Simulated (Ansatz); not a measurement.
Crystal: NiMoIrPdW.

```
Ni Mo Pd Ir W
1.0
     4.11705    0.00000    0.00000
    -2.05853    3.56547    0.00000
     0.00000    0.00000    5.44580
Ni Mo Pd Ir W
1 1 1 1 1
Direct
  0.00000 0.00000 0.95775
  0.66667 0.33333 0.96161
  0.66667 0.33333 0.46295
  0.33333 0.66667 0.72572
  0.33333 0.66667 0.23642
```

The cell was built by a generator and needn't be a form met in nature.

Base run:

```yaml
Program: Ansatz 0.2.0
Functional: LDA
Potentials_or_basis: all-electron LAPW, scalar-relativistic
Cutoff: 314 eV (chosen from the basis error)
Basis_error_allowed: 0.002 eV/atom
k_mesh: 6 × 6 × 4
Occupations: fermi-dirac, width 0.05 eV
Spin: collinear spin, ferromagnetic start
Starting_moments: "[1.0, 1.0, 0.0, 0.6, 0.0] μB"
```

Its results: pressure -12.9 GPa; net moment 0.00 μB per cell; largest force 0.087 eV/Å.

Question: The run is repeated on the same cell with these changes: functional from LDA to BLYP. What comes out?

Answer: Pressure 9.7 GPa; net moment 0.00 μB per cell; largest force 0.292 eV/Å.

BLYP binds less tightly than LDA, so the same cell stands under more pressure.

Caveats: the k mesh is thin for a metal, which can move the energy by tens of meV per atom; the starting moments weren't kept.
